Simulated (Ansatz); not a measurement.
# TlB6H6: the cost of one run

Computed with Ansatz 0.2.0 (DFT, PBE, plane-wave PAW, default files, scalar-relativistic, as far as a step names no other, unless a step's input says otherwise).

**1. The structure to begin with**

Symmetry: Fm-3, No. 202, cubic system. The conventional cell has a = 10.663 Å, b = 10.663 Å, c = 10.663 Å, α = 90.00°, β = 90.00°, γ = 90.00°. Around Tl (site symmetry 23) lie 12 H at 2.92 Å. B (site symmetry m) has 1 H at 1.20 Å as nearest neighbours. Around H (site symmetry m) lie 1 B at 1.20 Å.

Coordinates:

```
CELL_PARAMETERS angstrom
0.00000 5.33142 5.33142
5.33142 0.00000 5.33142
5.33142 5.33142 0.00000
ATOMIC_POSITIONS crystal
Tl 0.25000 0.25000 0.25000
Tl 0.75000 0.75000 0.75000
B 0.05228 0.94772 0.78217
B 0.78217 0.21783 0.05228
B 0.05228 0.21783 0.94772
B 0.94772 0.21783 0.78217
B 0.94772 0.78217 0.05228
B 0.21783 0.05228 0.78217
B 0.78217 0.05228 0.94772
B 0.05228 0.78217 0.21783
B 0.78217 0.94772 0.21783
B 0.94772 0.05228 0.21783
B 0.21783 0.78217 0.94772
B 0.21783 0.94772 0.05228
H 0.62808 0.37192 0.09218
H 0.09218 0.90782 0.62808
H 0.09218 0.37192 0.90782
H 0.90782 0.37192 0.62808
H 0.90782 0.62808 0.09218
H 0.37192 0.09218 0.62808
H 0.62808 0.09218 0.90782
H 0.09218 0.62808 0.37192
H 0.62808 0.90782 0.37192
H 0.90782 0.09218 0.37192
H 0.37192 0.62808 0.90782
H 0.37192 0.90782 0.09218
```

**2. Gradients at the starting positions**

Input file input.yaml:

```yaml
crystal:
  lattice:
    - [0.0, 5.33142022, 5.33142022]
    - [5.33142022, 0.0, 5.33142022]
    - [5.33142022, 5.33142022, 0.0]
  atoms:
    - { symbol: Tl, position: [0.25, 0.25, 0.25] }
    - { symbol: Tl, position: [0.75, 0.75, 0.75] }
    - { symbol: B, position: [0.05228139, 0.94771861, 0.78216728] }
    - { symbol: B, position: [0.78216728, 0.21783272, 0.05228139] }
    - { symbol: B, position: [0.05228139, 0.21783272, 0.94771861] }
    - { symbol: B, position: [0.94771861, 0.21783272, 0.78216728] }
    - { symbol: B, position: [0.94771861, 0.78216728, 0.05228139] }
    - { symbol: B, position: [0.21783272, 0.05228139, 0.78216728] }
    - { symbol: B, position: [0.78216728, 0.05228139, 0.94771861] }
    - { symbol: B, position: [0.05228139, 0.78216728, 0.21783272] }
    - { symbol: B, position: [0.78216728, 0.94771861, 0.21783272] }
    - { symbol: B, position: [0.94771861, 0.05228139, 0.21783272] }
    - { symbol: B, position: [0.21783272, 0.78216728, 0.94771861] }
    - { symbol: B, position: [0.21783272, 0.94771861, 0.05228139] }
    - { symbol: H, position: [0.6280809, 0.3719191, 0.09217793] }
    - { symbol: H, position: [0.09217793, 0.90782207, 0.6280809] }
    - { symbol: H, position: [0.09217793, 0.3719191, 0.90782207] }
    - { symbol: H, position: [0.90782207, 0.3719191, 0.6280809] }
    - { symbol: H, position: [0.90782207, 0.6280809, 0.09217793] }
    - { symbol: H, position: [0.3719191, 0.09217793, 0.6280809] }
    - { symbol: H, position: [0.6280809, 0.09217793, 0.90782207] }
    - { symbol: H, position: [0.09217793, 0.6280809, 0.3719191] }
    - { symbol: H, position: [0.6280809, 0.90782207, 0.3719191] }
    - { symbol: H, position: [0.90782207, 0.09217793, 0.3719191] }
    - { symbol: H, position: [0.3719191, 0.6280809, 0.90782207] }
    - { symbol: H, position: [0.3719191, 0.90782207, 0.09217793] }
kpoints:
  mp_grid: { grid: [5, 5, 5] }
scf:
  occupations: { method: fermi_dirac, width: 0.05 }
hamiltonian:
  xc: pbe
  pseudopotentials: { kind: paw }
output:
  forces: true
  stress: true
  populations: true
  efg:
    quadrupole_moments_barn: { B: 0.04059, H: 0.00285783 }
    contact_densities: true
  write_density: true
  write_potential: true
  elf: true
  volumetric_format: npy
```

The run is started by

```bash
ansatz run input.yaml --threads 1 --pin off --max-ram 2560MiB --backend cpu --events-out ev --progress --plain --runs-dir out
```

What time and memory should one allow on 1 thread of an x86-64 CPU, shared host?

About 20 s, with a peak of 0.74 GiB.
